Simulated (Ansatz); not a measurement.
**C₈H₁₀O₂S: basis-set convergence**

Aim: see how fast density functionals converge with the basis set for C₈H₁₀O₂S.

Program: Ansatz 0.2.0, Gaussian basis. Level of theory: one geometry, several basis sets. These are calculated values, not measurements.

The runs, in order: PBE0-D4/def2-SVP; ωB97M-V/def2-SVP; PBE0-D4/def2-QZVPP; ωB97M-V/def2-QZVPP; the functionals' def2-TZVPP values are taken from earlier runs.

**1. The geometry**

An earlier PBE0-D4 in a triple-zeta def2 set relaxation fixed the geometry.

21 atoms, charge 0, spin multiplicity 1.

Atoms are counted from 1 here; the program's logs count them from 0.

Bond lengths: C1–S2 1.769 Å, C1–H12 1.089 Å, C1–H13 1.090 Å, C1–H14 1.089 Å, S2–O3 1.438 Å, S2–O4 1.438 Å, S2–C5 1.795 Å, C5–C6 1.493 Å, C5–H15 1.091 Å, C5–H16 1.094 Å, C6–C7 1.391 Å, C6–C11 1.392 Å, C7–C8 1.386 Å, C7–H17 1.085 Å, C8–C9 1.386 Å, C8–H18 1.084 Å, C9–C10 1.388 Å, C9–H19 1.084 Å and more. Angles: S2–C1–H12 109.5°, S2–C1–H13 105.4°, S2–C1–H14 109.5°, H12–C1–H13 110.5°, H12–C1–H14 111.6°, H13–C1–H14 110.2°, C1–S2–O3 107.9°, C1–S2–O4 108.4°, C1–S2–C5 104.2°, O3–S2–O4 119.9°, O3–S2–C5 108.2°, O4–S2–C5 107.1°, S2–C5–C6 114.1°, S2–C5–H15 106.2°, S2–C5–H16 102.2°, C6–C5–H15 112.4°, C6–C5–H16 112.8°, H15–C5–H16 108.3° and more.

**2. PBE0-D4 in def2-SVP**

The input, in.yaml:

```yaml
crystal:
  periodic: [false, false, false]
  atoms:
    - {symbol: C, position_ang: [0.700957, -1.983558, -1.404076]}
    - {symbol: S, position_ang: [0.614502, -0.441189, -2.265396]}
    - {symbol: O, position_ang: [1.855846, 0.253593, -2.054496]}
    - {symbol: O, position_ang: [0.153155, -0.692707, -3.603523]}
    - {symbol: C, position_ang: [-0.685658, 0.463618, -1.421408]}
    - {symbol: C, position_ang: [-0.477617, 0.600398, 0.051111]}
    - {symbol: C, position_ang: [-1.270924, -0.121704, 0.936908]}
    - {symbol: C, position_ang: [-1.072780, -0.022147, 2.305377]}
    - {symbol: C, position_ang: [-0.074062, 0.801164, 2.801765]}
    - {symbol: C, position_ang: [0.721045, 1.525160, 1.924365]}
    - {symbol: C, position_ang: [0.521674, 1.427309, 0.557423]}
    - {symbol: H, position_ang: [0.961941, -1.803384, -0.362738]}
    - {symbol: H, position_ang: [1.488218, -2.549636, -1.902623]}
    - {symbol: H, position_ang: [-0.251227, -2.504598, -1.494189]}
    - {symbol: H, position_ang: [-1.618941, -0.046173, -1.664355]}
    - {symbol: H, position_ang: [-0.674026, 1.425351, -1.942013]}
    - {symbol: H, position_ang: [-2.056046, -0.764044, 0.550714]}
    - {symbol: H, position_ang: [-1.701363, -0.587053, 2.984029]}
    - {symbol: H, position_ang: [0.083647, 0.880923, 3.871077]}
    - {symbol: H, position_ang: [1.502792, 2.170888, 2.307240]}
    - {symbol: H, position_ang: [1.154566, 1.978388, -0.127892]}
basis:
  gaussian: {orbitals: def2-SVP}
hamiltonian: {xc: pbe0, dispersion: d4}
output: {orbitals: {seedname: orbitals}}
```

Run with:

```
$ ansatz run in.yaml --threads 4 --pin off --events-out ev --progress --plain --max-ram 66560MiB --backend cpu
```

Further steps of the session: ωB97M-V in def2-SVP; PBE0-D4 in def2-QZVPP; ωB97M-V in def2-QZVPP.

Before running them: what should the planned runs give, taken together? Wanted: PBE0-D4: double and triple zeta above quadruple; ωB97M-V: double and triple zeta above quadruple.

The runs gave:

| quantity | value |
| --- | --- |
| PBE0-D4: double and triple zeta above quadruple | 20.25, 1.06 eV |
| ωB97M-V: double and triple zeta above quadruple | 20.78, 1.00 eV |

What this shows: For PBE0-D4 the step from double to triple zeta gains 19.20 eV and the next only 1.06 eV. These are total energies; as a rule much of such shifts cancels in differences, which this series doesn't test.
